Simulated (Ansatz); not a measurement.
# SiH2SeCl (SMILES Cl[SiH][SeH]) at UBHLYP/cc-pVDZ

Aim: the vertical doublet–quartet gap of SiH2SeCl at UBHLYP/cc-pVDZ, from 2 runs. 

The results are computed with Ansatz 0.2.0.

69 further runs of the same task are left out: 69 set aside as unsound or not needed. Runs told in other sessions of the task aren't counted.

### Step 1. The system as given

SiH2SeCl: 5 atoms, total charge 0, spin state doublet. As SMILES, `Cl[SiH][SeH]`. The coordinates come from a PBE0-D4/def2-TZVP relaxation. This is one conformer, not always the lowest.

Bond lengths: Cl1–Si2 2.061 Å, Si2–Se3 2.266 Å, Si2–H4 1.489 Å, Se3–H5 1.469 Å. Angles: Cl1–Si2–Se3 113.7°, Cl1–Si2–H4 107.9°, Se3–Si2–H4 104.8°, Si2–Se3–H5 93.1°.

### Step 2. The energy at UBHLYP/cc-pVDZ

Input file input.yaml:

```yaml
crystal:
  periodic: [false, false, false]
  atoms:
    - {symbol: Cl, position_ang: [-2.098500, -0.286100, 0.143900]}
    - {symbol: Si, position_ang: [-0.121800, -0.761200, -0.193900]}
    - {symbol: Se, position_ang: [1.300800, 0.972900, 0.128200]}
    - {symbol: H, position_ang: [0.283800, -1.778100, 0.815900]}
    - {symbol: H, position_ang: [0.685700, 1.778800, -0.935500]}
basis:
  gaussian:
    orbitals: cc-pVDZ
magnetization:
  spin_polarized: true
  initial_magnetization: 1
hamiltonian:
  xc: {name: BHLYP}
accuracy: high
output:
  orbitals: {seedname: orbitals}
```

Run with:

```bash
$ ansatz run input.yaml --threads 1 --pin off --max-ram 2610MiB --events-out events.jsonl --progress --plain --runs-dir runs
```

Log:

```text
Warning: RAYON_NUM_THREADS=1 ignored (pool sized by the plan → 1); use --threads N
Functional definition: BHLYP
  name "BHLYP"
  parameter a = 0.5
  exchange = (1 - a)*b88_x + a*exact_x
  correlation = lyp_c
1586 factors; integrals over basis functions are off by at most 4.6e-9 eV
mean field evaluation 1: about -85781.5983 eV, gradient 8.0e0 eV
mean field evaluation 2: about -85781.9154 eV, gradient 5.7e0 eV
mean field evaluation 4: about -85782.1229 eV, gradient 3.8e-1 eV
mean field evaluation 8: about -85782.1318 eV, gradient 1.5e-2 eV
mean field evaluation 16: about -85782.1318 eV, gradient 2.5e-5 eV
mean field -85782.13182538 eV, -3152.4351993653 hartree, gradient 2.1e-8 eV, S^2 0.753805; 0 other end points of the search recorded, 0 dependent functions left out
reference -85782.13184966 eV, -3152.4352002578 hartree; 34, 33 occupied and 39, 40 virtual orbitals, 1586 factors
Total energy: -85782.13184966 eV, -3152.4352002578 hartree
```

Wall time 6.3 s (1 thread of Intel Xeon 6975P-C (Granite Rapids), shared host); peak memory 0.4 GiB.

### Step 3. The quartet, same level

input.yaml: that of step 2 with these lines changed.

```diff
@@ -13,3 +13,4 @@
   spin_polarized: true
-  initial_magnetization: 1
+  initial_magnetization: 3
+output: {orbitals: {seedname: orbitals}}
 hamiltonian:
@@ -17,3 +18 @@
 accuracy: high
-output:
-  orbitals: {seedname: orbitals}
```

Run with:

```bash
$ ansatz run input.yaml --threads 1 --pin off --max-ram 2610MiB --events-out events.jsonl --progress --plain --runs-dir runs
```

Log:

```text
Warning: RAYON_NUM_THREADS=1 ignored (pool sized by the plan → 1); use --threads N
[... 5 set-up lines as earlier in the session ...]
1587 factors; integrals over basis functions are off by at most 4.6e-9 eV
mean field evaluation 1: about -85775.3691 eV, gradient 1.0e1 eV
mean field evaluation 2: about -85775.5855 eV, gradient 1.1e1 eV
mean field evaluation 4: about -85776.5157 eV, gradient 7.4e-1 eV
mean field evaluation 8: about -85776.5828 eV, gradient 2.4e-1 eV
mean field evaluation 16: about -85776.6079 eV, gradient 7.0e-3 eV
mean field evaluation 32: about -85776.6079 eV, gradient 1.1e-6 eV
mean field -85776.60787815 eV, -3152.2321980489 hartree, gradient 9.7e-8 eV, S^2 3.758725; 4 other end points of the search recorded, 0 dependent functions left out
reference -85776.60790252 eV, -3152.2321989447 hartree; 35, 32 occupied and 38, 41 virtual orbitals, 1587 factors
Total energy: -85776.60790252 eV, -3152.2321989447 hartree
```

Wall time 9 s (1 thread of Intel Xeon 6975P-C (Granite Rapids), shared host); peak memory 0.4 GiB.

### Step 4. What came out

Level: UBHLYP/cc-pVDZ.

| quantity | value |
| --- | --- |
| doublet: total energy | -3152.43520 Eh |
| doublet: HOMO energy (highest over α and β) | -7.22 eV |
| doublet: LUMO energy (lowest over α and β) | -2.18 eV |
| doublet: ⟨S²⟩ | 0.754 |
| quartet: total energy | -3152.23220 Eh |
| quartet: HOMO energy (highest over α and β) | -2.95 eV |
| quartet: ⟨S²⟩ | 3.759 |
| vertical energy of the quartet above the doublet | 5.524 eV |

**Reading.** At this shape the quartet lies 5.52 eV (533 kJ/mol) above the doublet.
